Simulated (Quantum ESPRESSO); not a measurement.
Runs of Quantum ESPRESSO 7.5 on CaRu3F. The structure is cubic, space group Pm-3m (No. 221). The conventional cell has a = 4.119 Å, b = 4.119 Å, c = 4.119 Å, α = 90.00°, β = 90.00°, γ = 90.00°. Ca (site symmetry m-3m) is surrounded by 12 Ru at 2.91 Å. Ru (site symmetry 4/mmm) has 2 F at 2.06 Å as nearest neighbours. F (site symmetry m-3m) has 6 Ru at 2.06 Å as nearest neighbours. The cell was built by a generator and needn't be a form met in nature.

| task | level | potentials or basis | cell | k mesh | cutoff (eV) | smearing | dos occupations | ASE optimiser | other keys | mesh quality | gap on the mesh (eV) | pressure (GPa) |
| --- | --- | --- | --- | --- | --- | --- | --- | --- | --- | --- | --- | --- |
| projected density of states | BLYP+D3(BJ) | PseudoDojo 0.4 SR PBE stringent | as given | 7 × 7 × 7 | 1143 | gaussian 0.2 eV | tetrahedra_opt | - | - | not flagged | none | (a) |
| single point | PBE | SSSP 1.3 efficiency PBE | as given | 7 × 7 × 7 | 816 | fermi-dirac 0.05 eV | - | - | - | not flagged | none | 22.0 |
| relaxation of cell and atoms | RPBE+D3 | GBRV 1.5 PBE | relaxed | 3 × 3 × 3 | 612 | cold 0.136 eV | - | BFGS | diago_david_ndim = 4; mixing_mode = local-TF | coarse | none | 0.0 |
| single point | optB86b-vdW | GBRV 1.5 PBE | as given | 7 × 7 × 7 | 612 | gaussian 0.2 eV | - | - | - | not flagged | none | 17.5 |

Alike in all rows: no spin polarisation.

Question: Fill in the values left out.

Answer: (a) 19.4.

Caveats: some runs use coarse meshes; an odd number of electrons without spin polarisation forces a metal; a magnetic or distorted state may lie lower; the potentials were made for another functional, which shifts forces and pressure (some runs); so large a pressure means that the cell lies far from this level's equilibrium, or that cutoff or potentials fall short (some runs); pairwise dispersion overbinds metals, which lowers pressure and volume (some runs).

A k mesh can miss the band edges, and the runs leave out spin-orbit coupling on Ru.

A gap of «none» marks a metal or a gap under the smearing width.
